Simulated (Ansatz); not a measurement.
# Cs3Pt: how well frozen cores do

Does the method matter for Cs3Pt? The same cell, functional and mesh are run with full-potential LAPW, frozen-core PAW and all-electron PAW on datasets made for the crystal.

Program: Ansatz 0.2.0. Level of theory: DFT PBE, scalar-relativistic. These are calculated values, not measurements.

### Step 1. The starting structure

It takes space group Pm-3m (No. 221, cubic). Conventional cell: a = 5.778 Å, b = 5.778 Å, c = 5.778 Å, α = 90.00°, β = 90.00°, γ = 90.00°. Cs (site symmetry 4/mmm) is surrounded by 8 Cs at 4.09 Å and 4 Pt at 4.09 Å. Pt (site symmetry m-3m) is surrounded by 12 Cs at 4.09 Å.

Coordinates:

```xyz
4
Lattice="5.7777 0.0000 0.0000 0.0000 5.7777 0.0000 0.0000 0.0000 5.7777" Properties=species:S:1:pos:R:3 pbc="T T T"
Cs    0.0000    0.0000    2.8888
Cs    0.0000    2.8888    0.0000
Cs    2.8888    0.0000    0.0000
Pt    2.8888    2.8888    2.8888
```

The cell is one relaxed in the Materials Project, used as it stands.

Atoms are numbered in the order of the input: Cs1, Cs2, Cs3, Pt4.

### Step 2. Full-potential LAPW

Contents of input.yaml:

```yaml
crystal:
  lattice:
    - [5.777653, 0.0, 0.0]
    - [0.0, 5.777653, 0.0]
    - [0.0, 0.0, 5.777653]
  atoms:
    - { symbol: Cs, position: [0.0, 0.0, 0.5] }
    - { symbol: Cs, position: [0.0, 0.5, 0.0] }
    - { symbol: Cs, position: [0.5, 0.0, 0.0] }
    - { symbol: Pt, position: [0.5, 0.5, 0.5] }
kpoints:
  mp_grid: { grid: [6, 6, 6] }
  band_path:
    path:
      - [0.0, 0.0, 0.0]
      - [0.0, 0.5, 0.0]
      - [0.5, 0.5, 0.0]
      - [0.0, 0.0, 0.0]
      - [0.5, 0.5, 0.5]
      - [0.0, 0.5, 0.0]
      - [0.5, 0.5, 0.5]
      - [0.5, 0.5, 0.0]
    npoints: 14
scf:
  occupations: { method: fermi_dirac, width: 0.08 }
hamiltonian:
  xc: pbe
  pseudopotentials: { kind: all_electron, lapw: { basis_error: 0.001 } }
output:
  forces: true
  stress: true
  eigenvalues: true
  populations: true
  dos: { projected: true, de: 0.2, e_range: [-14, 8] }
```

Started as:

```
$ ansatz run input.yaml --threads 1 --pin off --max-ram 4096MiB --backend cpu --events-out ev --progress --plain --runs-dir out
```

### Step 3. Frozen-core PAW

Changes to input.yaml since step 2:

```diff
@@ -27,3 +27,3 @@
   xc: pbe
-  pseudopotentials: { kind: all_electron, lapw: { basis_error: 0.001 } }
+  pseudopotentials: { kind: paw }
 output:
@@ -32,3 +32,9 @@
   eigenvalues: true
+  efg: { contact_densities: true }
   populations: true
+  bader: true
   dos: { projected: true, de: 0.2, e_range: [-14, 8] }
+  write_density: true
+  write_potential: true
+  elf: true
+  volumetric_format: npy
```

### Step 4. All-electron PAW on datasets made for the crystal

Changes to input.yaml since step 3:

```diff
@@ -22,3 +22,3 @@
       - [0.5, 0.5, 0.0]
-    npoints: 14
+    npoints: 8
 scf:
@@ -27,3 +27,3 @@
   xc: pbe
-  pseudopotentials: { kind: paw }
+  pseudopotentials: { kind: all_electron, datasets: crystal }
 output:
@@ -33,8 +33 @@
   efg: { contact_densities: true }
-  populations: true
-  bader: true
-  dos: { projected: true, de: 0.2, e_range: [-14, 8] }
-  write_density: true
-  write_potential: true
-  elf: true
-  volumetric_format: npy
```

(Steps that only read results are left out.)

**Question.** What will these runs give? Wanted: pressure; gap; highest ELF.

The runs gave:

| quantity | value |
| --- | --- |
| pressure | LAPW -0.31, PAW -0.31, crystal datasets -0.31 GPa |
| gap (LAPW) | none |
| highest ELF (PAW) | 0.72, 2.89 Å from Cs |

The pressure is within half a GPa of zero, so the volume is close to equilibrium at this level. With 107 electrons in the bands of a cell, and no spin, a band must be partly filled: it is a metal at this level. Within 0.3 eV of the Fermi level the largest projected share is Cs 6s (83 %). The projection holds only the free atom's occupied shells (Cs 6s, Pt 6s, Pt 5d in this range). The field gradient at Cs1, the largest by crystal datasets, is 8.43 by PAW and 8.45 by crystal datasets (10²¹ V/m²), within 5 %. No spin–orbit coupling: at heavy atoms the gradients can be off by tens of per cent for that reason. In pressure, PAW differs from LAPW by less than 0.01 GPa. Spin-orbit coupling is left out, though the cell holds Pt; in elements this heavy it can shift bands and gaps by tenths of an eV.
